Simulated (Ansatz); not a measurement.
# GeH5O (doublet): wave-function methods side by side at distance O1–H3 along a hydrogen transfer = 1.088 Å, cc-pVDZ

An exercise on one series of results from a longer session: the logs are not shown, and one member is left open.

Program: Ansatz 0.2.0, Gaussian basis. Level of theory: cc-pVDZ, core rule «outside noble gas», up to 15 orbitals frozen. These are calculated values, not measurements.

Plan: UHF; CCSD(T) on ROHF; CCSD(T) on UHF; BCCD(T) on ROHF; CISD; CCSDT(Q) on ROHF; CCSDT(Q) on UHF; CASSCF and MRCISD+Q, 3 electrons in 3 orbitals; CASSCF and NEVPT2, 3 electrons in 3 orbitals.

## What is computed

The geometry derives from fragments relaxed apart (PBE0/def2-TZVP) and kept rigid, so it is no stationary point. A hydrogen atom is moved between rigid fragments. No spin-orbit coupling is included. The filled d shell of Ge may be among the frozen orbitals whatever the setting's name suggests; the logs give the count.

7 atoms, charge 0, spin multiplicity 2.

Atoms are counted from 1 here; the program's logs count them from 0.

Bond lengths: O1–H2 0.960 Å, O1–H3 1.088 Å, H3–Ge4 1.702 Å, Ge4–H5 1.539 Å, Ge4–H6 1.539 Å, Ge4–H7 1.539 Å. Angles: H2–O1–H3 105.1°, O1–H3–Ge4 180.0°, H3–Ge4–H5 107.7°, H3–Ge4–H6 107.7°, H3–Ge4–H7 107.7°, H5–Ge4–H6 111.2°, H5–Ge4–H7 111.2°, H6–Ge4–H7 111.2°.

Set-up of the first run:

File in.yaml:

```yaml
crystal:
  periodic: [false, false, false]
  atoms:
    - {symbol: O, position_ang: [-2.277611, -0.009969, -0.000001]}
    - {symbol: H, position_ang: [-2.526921, 0.916606, -0.000001]}
    - {symbol: H, position_ang: [-1.189611, -0.009969, -0.000001]}
    - {symbol: Ge, position_ang: [0.512389, -0.009969, 0.000000]}
    - {symbol: H, position_ang: [0.981056, -1.475884, 0.000000]}
    - {symbol: H, position_ang: [0.981058, 0.722988, -1.269519]}
    - {symbol: H, position_ang: [0.981057, 0.722988, 1.269520]}
basis:
  gaussian: {orbitals: cc-pVDZ}
magnetization: {spin_polarized: true, initial_magnetization: 1}
hamiltonian: {xc: hf}
output: {orbitals: {seedname: orbitals}}
```

Launch:

```sh
$ ansatz run in.yaml --threads 1 --pin off --events-out ev --progress --plain --max-ram 2816MiB --backend cpu
```

Among the steps run: UHF; CCSD(T) on ROHF; CCSD(T) on UHF; BCCD(T) on ROHF; CISD; CCSDT(Q) on ROHF; CCSDT(Q) on UHF; CASSCF and MRCISD+Q, 3 electrons in 3 orbitals; CASSCF and NEVPT2, 3 electrons in 3 orbitals.

One of the session's tables, all rows but one given; the rest of the session is left out.

```
       method  from UCCSDT(Q) (meV)
         ROHF               +9642.0
          UHF               +9474.5
         RMP2               +1117.8
         UMP2               +1185.9
         CISD               +1093.2
        RCCSD                +235.7
        UCCSD                +227.5
     RCCSD(T)                 +44.6
     UCCSD(T)                 +42.5
      BCCD(T)                     ?
       RCCSDT                 +22.2
       UCCSDT                 +19.0
    RCCSDT(Q)                  +3.2
    UCCSDT(Q)                     0
  CASSCF pair               +8964.9
  NEVPT2 pair               +1174.8
  MRCISD pair                +971.8
MRCISD+Q pair                +148.7
```

Estimate the missing values for BCCD(T).

**Answer.** from UCCSDT(Q) (meV): +44.2. In the column «from UCCSDT(Q) (meV)» it lies between UCCSD(T) (+42.5) and RCCSD(T) (+44.6).

To keep in mind: Restricted and unrestricted rows rest on different reference determinants; where their highest levels disagree by more than a few hundredths of an eV, they describe different states and don't form one ladder.
